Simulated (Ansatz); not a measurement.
# SiMo17S36: the cost of one run

Computed with Ansatz 0.2.0 (DFT, PBE, plane-wave PAW, default files, scalar-relativistic, as far as a step names no other, unless a step's input says otherwise).

1 further run of the same task is left out (it didn't finish).

### 1 Starting point

Symmetry: P-6m2, No. 187, hexagonal system. Conventional cell: a = 9.507 Å, b = 9.507 Å, c = 12.324 Å, α = 90.00°, β = 90.00°, γ = 120.00°. Si (site symmetry -6m2) has 6 S at 2.41 Å as nearest neighbours. Around Mo (site symmetry m) lie 6 S at 2.41 Å. Mo (site symmetry -6m2) has 6 S at 2.41 Å as nearest neighbours. Around Mo (site symmetry mm2) lie 6 S at 2.41 Å. S (site symmetry 3m) is surrounded by 3 Mo at 2.41 Å. Only part of the 14 independent sites is listed.

Coordinates:

```xyz
54
Lattice="9.5070 0.0000 0.0000 -4.7535 8.2333 0.0000 0.0000 0.0000 12.3240" Properties=species:S:1:pos:R:3 pbc="T T T"
Si    0.0000    1.8296    3.0810
Mo   -1.5845    4.5741    3.0810
Mo   -3.1690    7.3185    3.0810
Mo    3.1690    1.8296    3.0810
Mo    1.5845    4.5741    3.0810
Mo    0.0000    7.3185    3.0810
Mo    6.3380    1.8296    3.0810
Mo    4.7535    4.5741    3.0810
Mo    3.1690    7.3185    3.0810
Mo    1.5845    0.9148    9.2430
Mo    0.0000    3.6592    9.2430
Mo   -1.5845    6.4037    9.2430
Mo    4.7535    0.9148    9.2430
Mo    3.1690    3.6592    9.2430
Mo    1.5845    6.4037    9.2430
Mo    7.9225    0.9148    9.2430
Mo    6.3380    3.6592    9.2430
Mo    4.7535    6.4037    9.2430
S     0.0000    1.8296    7.6779
S    -1.5845    4.5741    7.6779
S    -3.1690    7.3185    7.6779
S     3.1690    1.8296    7.6779
S     1.5845    4.5741    7.6779
S     0.0000    7.3185    7.6779
S     6.3380    1.8296    7.6779
S     4.7535    4.5741    7.6779
S     3.1690    7.3185    7.6779
S     1.5845    0.9148    1.5159
S     0.0000    3.6592    1.5159
S    -1.5845    6.4037    1.5159
S     4.7535    0.9148    1.5159
S     3.1690    3.6592    1.5159
S     1.5845    6.4037    1.5159
S     7.9225    0.9148    1.5159
S     6.3380    3.6592    1.5159
S     4.7535    6.4037    1.5159
S     0.0000    1.8296   10.8081
S    -1.5845    4.5741   10.8081
S    -3.1690    7.3185   10.8081
S     3.1690    1.8296   10.8081
S     1.5845    4.5741   10.8081
S     0.0000    7.3185   10.8081
S     6.3380    1.8296   10.8081
S     4.7535    4.5741   10.8081
S     3.1690    7.3185   10.8081
S     1.5845    0.9148    4.6461
S     0.0000    3.6592    4.6461
S    -1.5845    6.4037    4.6461
S     4.7535    0.9148    4.6461
S     3.1690    3.6592    4.6461
S     1.5845    6.4037    4.6461
S     7.9225    0.9148    4.6461
S     6.3380    3.6592    4.6461
S     4.7535    6.4037    4.6461
```

Atom 1 of the input is the impurity.

### 2 Single point at the given positions

Contents of input.yaml:

```yaml
crystal:
  lattice:
    - [9.507, 0.0, 0.0]
    - [-4.7535, 8.2333035138, 0.0]
    - [0.0, 0.0, 12.324]
  atoms:
    - { symbol: Si, position: [0.1111111111, 0.2222222222, 0.25] }
    - { symbol: Mo, position: [0.1111111111, 0.5555555556, 0.25] }
    - { symbol: Mo, position: [0.1111111111, 0.8888888889, 0.25] }
    - { symbol: Mo, position: [0.4444444444, 0.2222222222, 0.25] }
    - { symbol: Mo, position: [0.4444444444, 0.5555555556, 0.25] }
    - { symbol: Mo, position: [0.4444444444, 0.8888888889, 0.25] }
    - { symbol: Mo, position: [0.7777777778, 0.2222222222, 0.25] }
    - { symbol: Mo, position: [0.7777777778, 0.5555555556, 0.25] }
    - { symbol: Mo, position: [0.7777777778, 0.8888888889, 0.25] }
    - { symbol: Mo, position: [0.2222222222, 0.1111111111, 0.75] }
    - { symbol: Mo, position: [0.2222222222, 0.4444444444, 0.75] }
    - { symbol: Mo, position: [0.2222222222, 0.7777777778, 0.75] }
    - { symbol: Mo, position: [0.5555555556, 0.1111111111, 0.75] }
    - { symbol: Mo, position: [0.5555555556, 0.4444444444, 0.75] }
    - { symbol: Mo, position: [0.5555555556, 0.7777777778, 0.75] }
    - { symbol: Mo, position: [0.8888888889, 0.1111111111, 0.75] }
    - { symbol: Mo, position: [0.8888888889, 0.4444444444, 0.75] }
    - { symbol: Mo, position: [0.8888888889, 0.7777777778, 0.75] }
    - { symbol: S, position: [0.1111111111, 0.2222222222, 0.623] }
    - { symbol: S, position: [0.1111111111, 0.5555555556, 0.623] }
    - { symbol: S, position: [0.1111111111, 0.8888888889, 0.623] }
    - { symbol: S, position: [0.4444444444, 0.2222222222, 0.623] }
    - { symbol: S, position: [0.4444444444, 0.5555555556, 0.623] }
    - { symbol: S, position: [0.4444444444, 0.8888888889, 0.623] }
    - { symbol: S, position: [0.7777777778, 0.2222222222, 0.623] }
    - { symbol: S, position: [0.7777777778, 0.5555555556, 0.623] }
    - { symbol: S, position: [0.7777777778, 0.8888888889, 0.623] }
    - { symbol: S, position: [0.2222222222, 0.1111111111, 0.123] }
    - { symbol: S, position: [0.2222222222, 0.4444444444, 0.123] }
    - { symbol: S, position: [0.2222222222, 0.7777777778, 0.123] }
    - { symbol: S, position: [0.5555555556, 0.1111111111, 0.123] }
    - { symbol: S, position: [0.5555555556, 0.4444444444, 0.123] }
    - { symbol: S, position: [0.5555555556, 0.7777777778, 0.123] }
    - { symbol: S, position: [0.8888888889, 0.1111111111, 0.123] }
    - { symbol: S, position: [0.8888888889, 0.4444444444, 0.123] }
    - { symbol: S, position: [0.8888888889, 0.7777777778, 0.123] }
    - { symbol: S, position: [0.1111111111, 0.2222222222, 0.877] }
    - { symbol: S, position: [0.1111111111, 0.5555555556, 0.877] }
    - { symbol: S, position: [0.1111111111, 0.8888888889, 0.877] }
    - { symbol: S, position: [0.4444444444, 0.2222222222, 0.877] }
    - { symbol: S, position: [0.4444444444, 0.5555555556, 0.877] }
    - { symbol: S, position: [0.4444444444, 0.8888888889, 0.877] }
    - { symbol: S, position: [0.7777777778, 0.2222222222, 0.877] }
    - { symbol: S, position: [0.7777777778, 0.5555555556, 0.877] }
    - { symbol: S, position: [0.7777777778, 0.8888888889, 0.877] }
    - { symbol: S, position: [0.2222222222, 0.1111111111, 0.377] }
    - { symbol: S, position: [0.2222222222, 0.4444444444, 0.377] }
    - { symbol: S, position: [0.2222222222, 0.7777777778, 0.377] }
    - { symbol: S, position: [0.5555555556, 0.1111111111, 0.377] }
    - { symbol: S, position: [0.5555555556, 0.4444444444, 0.377] }
    - { symbol: S, position: [0.5555555556, 0.7777777778, 0.377] }
    - { symbol: S, position: [0.8888888889, 0.1111111111, 0.377] }
    - { symbol: S, position: [0.8888888889, 0.4444444444, 0.377] }
    - { symbol: S, position: [0.8888888889, 0.7777777778, 0.377] }
kpoints:
  mp_grid: { grid: [3, 3, 2] }
scf:
  occupations: { method: fermi_dirac, width: 0.01 }
hamiltonian:
  xc: pbe
  pseudopotentials: { kind: paw }
output:
  forces: true
  stress: true
  populations: true
  efg:
    quadrupole_moments_barn: { Mo: -0.022, S: -0.0694 }
    contact_densities: true
  write_density: true
  write_potential: true
  elf: true
  volumetric_format: npy
```

Started as:

```console
$ ansatz run input.yaml --threads 4 --pin off --max-ram 8192MiB --backend cpu --events-out ev --progress --plain --runs-dir out
```

Q: Estimate wall time and peak memory on 4 threads of Intel Xeon 6975P-C (Granite Rapids), shared host.

About 69 s, with a peak of 5.1 GiB.
